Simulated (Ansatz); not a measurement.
SiNi2:

```
CELL_PARAMETERS angstrom
4.99000 0.00000 0.00000
0.00000 3.72000 0.00000
0.00000 0.00000 7.03000
ATOMIC_POSITIONS crystal
Ni 0.32500 0.75000 0.93700
Ni 0.67500 0.25000 0.06300
Ni 0.17500 0.25000 0.43700
Ni 0.82500 0.75000 0.56300
Ni 0.45800 0.75000 0.29700
Ni 0.54200 0.25000 0.70300
Ni 0.04200 0.25000 0.79700
Ni 0.95800 0.75000 0.20300
Si 0.78600 0.75000 0.88600
Si 0.21400 0.25000 0.11400
Si 0.71400 0.25000 0.38600
Si 0.28600 0.75000 0.61400
```

- Program: Ansatz 0.2.0
- Task: relaxation of cell and atoms
- Functional: revPBE
- Dispersion: D4
- Potentials or basis: Ansatz PAW
- Cutoff: 420 eV (not typed: the program's choice for these potentials)
- k mesh: 6 × 7 × 4
- Occupations: fermi-dirac, width 0.05 eV
- Spin: collinear spin, ferromagnetic start
- Starting moments: [1.0, 1.0, 1.0, 1.0, 1.0, 1.0, 1.0, 1.0, 0.0, 0.0, 0.0, 0.0] μB

At the start: volume 10.87 Å³/atom.

Question: Where does the relaxation end?

Answer: It ends after 6 steps and the volume is 10.53 Å³/atom (-3.2 %); space group Pnma (No. 62, to 0.05 Å); moment 0.00 μB per cell.

The path:
```csv
step,energy change (eV),largest force (eV/Å),volume (Å³)
1,0.0000,0.3755,130.50
2,-0.0818,0.2126,128.39
3,-0.1137,0.0675,126.24
4,-0.1170,0.0412,126.36
5,-0.1179,0.0038,126.36
6,-0.1160,0.0038,126.36
```

Final structure:
```cif
data_structure
_symmetry_space_group_name_H-M 'P 1'
_symmetry_Int_Tables_number 1
_cell_length_a 4.8874
_cell_length_b 3.6968
_cell_length_c 6.9939
_cell_angle_alpha 90.000
_cell_angle_beta 90.000
_cell_angle_gamma 90.000
_cell_volume 126.36
loop_
_atom_site_label
_atom_site_type_symbol
_atom_site_fract_x
_atom_site_fract_y
_atom_site_fract_z
_atom_site_occupancy
Ni1 Ni 0.32827 0.75000 0.93954 1
Ni2 Ni 0.67173 0.25000 0.06046 1
Ni3 Ni 0.17173 0.25000 0.43954 1
Ni4 Ni 0.82827 0.75000 0.56046 1
Ni5 Ni 0.45648 0.75000 0.29143 1
Ni6 Ni 0.54352 0.25000 0.70857 1
Ni7 Ni 0.04352 0.25000 0.79143 1
Ni8 Ni 0.95648 0.75000 0.20857 1
Si1 Si 0.79409 0.75000 0.88719 1
Si2 Si 0.20591 0.25000 0.11281 1
Si3 Si 0.70591 0.25000 0.38719 1
Si4 Si 0.29409 0.75000 0.61281 1
```

Caveat: the plane-wave basis is chosen anew once the cell has moved, so the energies of steps on either side of that aren't comparable; pairwise dispersion overbinds metals, which lowers pressure and volume; the PAW data sets come from PBE, with cores solved anew for the run's functional, which leaves a small shift of forces and pressure; the starting moments weren't kept.
